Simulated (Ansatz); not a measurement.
Consider a scan of the energy under strain of LiBe, space group Pm-3m (Ansatz 0.2.0, Python API).

`run_strain.py`:
```python
"""A biaxial strain scan of LiBe."""

import ansatz
import numpy as np

vectors0 = np.array([
    [2.811153, 0.0, 0.0],
    [0.0, 2.811153, 0.0],
    [0.0, 0.0, 2.811153],
])
sites = [
    ("Li", (0.0, 0.0, 0.0)),
    ("Be", (0.5, 0.5, 0.5)),
]


def on_lattice(cell):
    crystal = ansatz.Crystal(lattice=ansatz.Lattice.of(cell))
    for symbol, position in sites:
        crystal = crystal.atom(symbol, position)
    return crystal

# clamped ions: the fractional positions stay as typed
values = np.linspace(-0.02, 0.02, 5)
energies = []
for d in values:
    strain = np.diag([d, d, 0])
    cell = vectors0 @ (np.eye(3) + strain)
    base = (
        on_lattice(cell).calculation()
        .functional("PBEsol")
        .basis(35 * ansatz.Ry)
        .occupations(ansatz.OccupationsMethod.GAUSSIAN)
        .kpoints(12, 12, 12)
    )
    data = base.run(threads=1, backend="cpu").report
    energies.append(data["free_energy_ev"] / len(sites))
    print(f"d = {d:+.4f}  F = {energies[-1]:.5f} eV/atom")
energies = np.array(energies)

for value, e in zip(values, energies):
    print(f"strain {value:7.3f}   E - Emin = {1000 * (e - energies.min()):9.3f} meV/atom")
curvature = 2 * np.polyfit(values, energies, 3)[1]
volume = abs(np.linalg.det(vectors0)) / len(sites)
print(f"d2E/dd2 over the volume: {curvature / volume * 160.21766:.1f} GPa")
```

How much energy does this biaxial strain cost, and what curvature follows?

Against the unstrained cell the energy per atom changes by +1.25 meV at one end of the scan and +3.07 meV at the other, and its second derivative over the volume is 155.9 GPa.

What the script printed:

```console
$ python run_strain.py
d = -0.0200  F = -146.29718 eV/atom
d = -0.0100  F = -146.29838 eV/atom
d = +0.0000  F = -146.29843 eV/atom
d = +0.0100  F = -146.29741 eV/atom
d = +0.0200  F = -146.29536 eV/atom
strain  -0.020   E - Emin =     1.251 meV/atom
strain  -0.010   E - Emin =     0.048 meV/atom
strain   0.000   E - Emin =     0.000 meV/atom
strain   0.010   E - Emin =     1.020 meV/atom
strain   0.020   E - Emin =     3.066 meV/atom
d2E/dd2 over the volume: 155.9 GPa
```

Notes:
- Total energies depend on the potentials; only differences at equal settings carry meaning.
- The curvature belongs to this strain pattern and to the cell's stress; it equals a single elastic constant only for simple patterns.
- In a metal a curvature from energy changes of a few meV or less hangs on mesh and smearing, in size and even in sign.
- This cell is a computed structure, which may not be the phase found in nature.
- The ions keep their fractional positions (clamped ions).
- It ran for 7.1 s on 1 thread of Arm Neoverse V2, with other jobs on the host, peak memory 0.37 GiB.

(Lines on the test bed's own set-up are left out of the output.)
